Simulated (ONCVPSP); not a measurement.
# Pr: generating and testing an ONCV potential

Task: generate the file, and judge it by its errors in other configurations, its logarithmic derivatives, its ghosts and its cutoff.

Program: ONCVPSP 4.0.1. Reference atom: PBE, scalar-relativistic, spherical and spin-unpolarised. All values are calculated.

## 1. Starting point

The settings as typed:

```
element                 : praseodymium (Pr, Z = 59)
type                    : optimised norm-conserving Vanderbilt (ONCV)
frozen core             : [Kr] 4d10
valence charge          : 13
reference configuration : 4f3 5s2 5p6 6s2
partial waves           : 5s+6s: rc 2.90 bohr, ncon 4, nbas 7, qcut 4.7 1/bohr, 2 projectors; 5p: rc 2.30 bohr, ncon 4, nbas 7, qcut 6.8 1/bohr, 2 projectors, debl 2.5 Ha; d scattering state at 0.12 Ha: rc 2.55 bohr, ncon 3, nbas 7, qcut 3.8 1/bohr, 2 projectors, debl 3.6 Ha; 4f: rc 1.70 bohr, ncon 5, nbas 10, qcut 10.3 1/bohr, 1 projector
local potential         : polynomial inside 1.20 bohr (lpopt 5, dvloc0 2 Ha)
core correction         : Teter function, fcfact 4.5, rcfact 1.25
```

An earlier all-electron run gives the scale for the radii.

All-electron outer shells of the reference configuration (PBE, scalar-relativistic, ld1.x):

```json
{"shell": "5s", "level (eV)": "-39.03", "outermost node (bohr)": "0.74", "outermost maximum (bohr)": "1.35"}
{"shell": "5p", "level (eV)": "-21.47", "outermost node (bohr)": "0.79", "outermost maximum (bohr)": "1.53"}
{"shell": "6s", "level (eV)": "-3.46", "outermost node (bohr)": "1.81", "outermost maximum (bohr)": "3.85"}
{"shell": "5d", "level (eV)": "-2.02", "outermost node (bohr)": "0.91", "outermost maximum (bohr)": "2.28"}
{"shell": "4f", "level (eV)": "-1.25", "outermost node (bohr)": "–", "outermost maximum (bohr)": "0.69"}
{"shell": "6p", "level (eV)": "-1.24", "outermost node (bohr)": "2.18", "outermost maximum (bohr)": "5.13"}
```

## 2. Generation

The input, Pr.dat:

```
# ATOM AND REFERENCE CONFIGURATION
# atsym  z   nc   nv     iexc    psfile
  Pr 59.00    9    4        4      upf
#
#   n    l    f
    1    0    2.00
    2    0    2.00
    2    1    6.00
    3    0    2.00
    3    1    6.00
    3    2   10.00
    4    0    2.00
    4    1    6.00
    4    2   10.00
    4    3    3.00
    5    0    2.00
    5    1    6.00
    6    0    2.00
#
# PSEUDOPOTENTIAL AND OPTIMIZATION
# lmax
    3
#
#   l,   rc,      ep,       ncon, nbas, qcut
    0    2.90    0.00    4    7    4.70
    1    2.30    0.00    4    7    6.80
    2    2.55    0.12    3    7    3.80
    3    1.70    0.00    5   10   10.30
#
# LOCAL POTENTIAL
# lloc, lpopt,  rc(5),   dvloc0
    4    5    1.20    2.00
#
# VANDERBILT-KLEINMAN-BYLANDER PROJECTORs
# l, nproj, debl
    0    2    2.40
    1    2    2.50
    2    2    3.60
    3    1    3.50
#
# MODEL CORE CHARGE
# icmod, fcfact, rcfact
    3    4.50    1.25
#
# LOG DERIVATIVE ANALYSIS
# epsh1, epsh2, depsh
   -3.00    5.00    0.02
#
# OUTPUT GRID
# rlmax, drl
    6.00    0.01
#
# TEST CONFIGURATIONS
# ncnf
    4
# nvcnf
#   n    l    f
    4
    4    3    3.00
    5    0    2.00
    5    1    6.00
    6    0    1.00
#
    4
    4    3    3.00
    5    0    2.00
    5    1    6.00
    6    0    0.00
#
    4
    4    3    2.00
    5    0    2.00
    5    1    6.00
    6    0    0.00
#
    5
    4    3    3.00
    5    0    2.00
    5    1    6.00
    6    0    1.00
    6    1    1.00
#
```

On the command line:

```console
$ oncvpsp.x < Pr.dat > Pr.out
```

Q: Predict the outcome of this session. Wanted: cutoffs for 1 and 0.1 mHa per electron, occupied waves; bound ghosts; GHOST(+) flags; largest phase difference near zero energy, channels read; rms error of d²Exc/dn², without and with the model core; projector energies reset by the program.

The runs gave:

| quantity | value |
| --- | --- |
| cutoffs for 1 and 0.1 mHa per electron, occupied waves | 47 Ha and 149 Ha |
| bound ghosts | s at -48.36 eV |
| GHOST(+) flags | p at 132 eV |
| largest phase difference near zero energy, channels read | 0.018 rad |
| rms error of d²Exc/dn², without and with the model core | 10.00 and 4.78 mHa |
| projector energies reset by the program | d: 0.050, 3.650 Ha |

In words: It has a bound ghost (s), a state that the atom doesn't have, and that rules the file out. By its cutoff, 47 Ha for the looser tolerance, it is hard. The tighter tolerance needs 149 Ha, and converged work needs a cutoff nearer that. At the looser tolerance the 4f wave is the slowest; 5p needs 13 Ha. Near zero energy the phases of the channels with partial waves agree within 0.018 rad. The pseudo curves have a pole with no partner nearby in the atom's: s at -1.76 Ha. The program also flags highly localised states, GHOST(+) (p). All of this concerns the isolated atom, not yet a solid.
